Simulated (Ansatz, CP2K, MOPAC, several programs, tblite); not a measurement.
Energy against volume for CsPbCl3 in the cubic perovskite structure, at fixed shape and fractional coordinates, computed by several methods (PBE and r2SCAN, where shown, with plane waves in Ansatz); the cell shown is that of r2SCAN. Space group Pm-3m (No. 221), cubic; a = 5.677 Å in the conventional setting, 36.59 Å³ an atom. Cs is surrounded by 12 Cl at 4.01 Å; Pb is surrounded by 6 Cl at 2.84 Å; Cl is surrounded by 2 Pb at 2.84 Å and 4 Cs at 4.01 Å. The values are computed, spin-unpolarised, and not measurements. Energies count from each curve's lowest point; fits are third-order Birch-Murnaghan.

```
Cs Pb Cl
1.0
     5.67707    0.00000    0.00000
     0.00000    5.67707    0.00000
     0.00000    0.00000    5.67707
Cs Pb Cl
1 1 3
Direct
  0.00000 0.00000 0.00000
  0.50000 0.50000 0.50000
  0.50000 0.50000 0.00000
  0.50000 0.00000 0.50000
  0.00000 0.50000 0.50000
```

PM7 (MOPAC), on the shape of the cell shown, as a cluster of 40 atoms at the zone centre:

| V (Å³/atom) | E (meV/atom) |
| --- | --- |
| 32.202 | 126.42 |
| 34.398 | 58.68 |
| 36.593 | 18.38 |
| 38.789 | 0.00 |
| 40.985 | 8.97 |

The points scatter about the fit by more than 0.3 meV an atom, so no fit is quoted.

PBE/SZV (CP2K), on the shape of the cell shown:
```
V (Å³/atom)  E (meV/atom)
     32.202        117.48
     34.398         44.55
     36.593          8.83
     38.789          0.00
     40.985         10.46
```
V₀ = 38.58 Å³ an atom and B₀ = 25 GPa.

GFN2-xTB (tblite), on the shape of the cell shown, as a cluster of 40 atoms at the zone centre:
```csv
V (Å³/atom),E (meV/atom)
32.202,15.10
34.398,0.00
36.593,1.85
38.789,2.70
40.985,25.59
```
The points scatter about the fit by more than 0.3 meV an atom, so no fit is quoted.

Question: r2SCAN, on the shape of its own relaxed cell, gives

| V (Å³/atom) | E (meV/atom) |
| --- | --- |
| 34.398 | 11.76 |
| 35.496 | 2.83 |
| 36.593 | 0.00 |
| 37.691 | 2.33 |
| 38.789 | 8.99 |

What equilibrium volume and bulk modulus follow?

Answer: V₀ = 36.62 Å³ an atom and B₀ = 25 GPa.

Question: PBE, on the shape of its own relaxed cell, gives

| V (Å³/atom) | E (meV/atom) |
| --- | --- |
| 35.428 | 11.82 |
| 36.558 | 3.10 |
| 37.689 | 0.00 |
| 38.820 | 1.62 |
| 39.950 | 7.23 |

What equilibrium volume and bulk modulus follow?

Answer: V₀ = 37.84 Å³ an atom and B₀ = 22 GPa.
